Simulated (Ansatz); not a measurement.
# C3H6FGaO: taking an electron away

The task here is to estimate one member of a computed series from the others.

The runs use Ansatz 0.2.0, Gaussian basis; unrestricted cation, the program's frozen cores in correlated methods.

Plan: UKS PBE-D4/def2-TZVPP; UKS r2SCAN-D4/def2-TZVPP; UKS PBE0-D4/def2-TZVPP; UKS B3LYP-D4/def2-TZVPP; UKS wB97X-V/def2-TZVPP; UKS wB97M-V/def2-TZVPP; UKS B2PLYP/def2-TZVPP; UHF-CCSD(T)/def2-TZVPP; UHF-MP2/def2-QZVPP; extrapolation to the limit; then −ε(HOMO) from the neutral's earlier runs with LDA (SPW92), PBE-D4, revPBE-D4, BLYP-D4, r2SCAN-D4, B97M-V, PBE0-D4, B3LYP-D4, r2SCANh-D4, r2SCAN0-D4, HSE06-D4, BHLYP-D4, CAM-B3LYP-D4, LC-ωPBE, ωB97X-V, ωB97M-V.

## The geometry

All runs share one geometry, relaxed beforehand with PBE0-D4 in a triple-zeta def2 set.

SMILES `C[C]1(F)C[O][GaH]1`, 12 atoms, charge 0, spin multiplicity 1.

Atoms are counted from 1 here; the program's logs count them from 0.

Bond lengths: C1–C2 1.502 Å, C1–H7 1.093 Å, C1–H8 1.096 Å, C1–H9 1.091 Å, C2–F3 1.396 Å, C2–C4 1.542 Å, C2–Ga6 2.022 Å, C4–O5 1.425 Å, C4–H10 1.096 Å, C4–H11 1.097 Å, O5–Ga6 1.823 Å, Ga6–H12 1.553 Å. Angles: C2–C1–H7 110.6°, C2–C1–H8 110.2°, C2–C1–H9 111.3°, H7–C1–H8 108.0°, H7–C1–H9 108.4°, H8–C1–H9 108.2°, C1–C2–F3 108.2°, C1–C2–C4 115.9°, C1–C2–Ga6 122.1°, F3–C2–C4 111.1°, F3–C2–Ga6 114.1°, C4–C2–Ga6 83.5°, C2–C4–O5 106.0°, C2–C4–H10 109.5°, C2–C4–H11 111.7°, O5–C4–H10 111.1°, O5–C4–H11 110.0°, H10–C4–H11 108.5° and more.

The first run:

Contents of in.yaml:

```yaml
crystal:
  periodic: [false, false, false]
  atoms:
    - {symbol: C, position_ang: [-0.862716, -1.017391, 0.743268]}
    - {symbol: C, position_ang: [-0.440391, 0.219590, 0.003963]}
    - {symbol: F, position_ang: [-1.591005, 0.896306, -0.404458]}
    - {symbol: C, position_ang: [0.524756, 0.002120, -1.178787]}
    - {symbol: O, position_ang: [1.701086, 0.743726, -0.867108]}
    - {symbol: Ga, position_ang: [1.031601, 1.428432, 0.683724]}
    - {symbol: H, position_ang: [0.011507, -1.582353, 1.077133]}
    - {symbol: H, position_ang: [-1.456383, -1.665801, 0.088851]}
    - {symbol: H, position_ang: [-1.466761, -0.769161, 1.617491]}
    - {symbol: H, position_ang: [0.059766, 0.367597, -2.101556]}
    - {symbol: H, position_ang: [0.773232, -1.058786, -1.309747]}
    - {symbol: H, position_ang: [1.715307, 2.435733, 1.647227]}
basis:
  gaussian: {orbitals: def2-TZVPP}
total_charge: 1
magnetization: {spin_polarized: true, initial_magnetization: 1}
hamiltonian: {xc: pbe, dispersion: d4}
```

Started as:

```sh
$ ansatz run in.yaml --threads 2 --pin off --events-out ev --progress --plain --max-ram 32768MiB --backend cuda --devices 0, --max-vram 18GiB
```

Steps of the session up to this table: Cation, UKS PBE-D4/def2-TZVPP; Cation, UKS r2SCAN-D4/def2-TZVPP; Cation, UKS PBE0-D4/def2-TZVPP; Cation, UKS B3LYP-D4/def2-TZVPP; Cation, UKS wB97X-V/def2-TZVPP; Cation, UKS wB97M-V/def2-TZVPP; Cation, UKS B2PLYP (frozen core)/def2-TZVPP; Cation, UHF-CCSD(T)/def2-TZVPP; Cation, UHF-MP2/def2-QZVPP.

One table of the session follows, with a row left open; its other results are not shown here.

It belongs to the step «Ionisation energies side by side». For comparison, −ε(HOMO) of the neutral from earlier runs:

| functional | −ε(HOMO) (eV) |
| --- | --- |
| LDA (SPW92) | 6.15 |
| PBE-D4 | 5.97 |
| revPBE-D4 | 5.89 |
| BLYP-D4 | 5.89 |
| r2SCAN-D4 | 6.21 |
| B97M-V | 6.30 |
| PBE0-D4 | 7.23 |
| B3LYP-D4 | 7.06 |
| r2SCANh-D4 | ? |
| r2SCAN0-D4 | 7.40 |
| HSE06-D4 | 6.83 |
| BHLYP-D4 | 8.43 |
| CAM-B3LYP-D4 | 8.61 |
| LC-ωPBE | 9.86 |
| ωB97X-V | 9.53 |
| ωB97M-V | 9.42 |

Q: Estimate the row for r2SCANh-D4 from the others.

Worked estimate for «−ε(HOMO) (eV)». Against the share of exact exchange, r2SCAN-D4 (0, 6.21), r2SCAN0-D4 (0.25, 7.40) give a slope of 4.76 per unit share; at 0.1 the line stands at 6.69.

**Answer.** −ε(HOMO) (eV): 6.69. In «−ε(HOMO) (eV)» the line misses by 0.00.
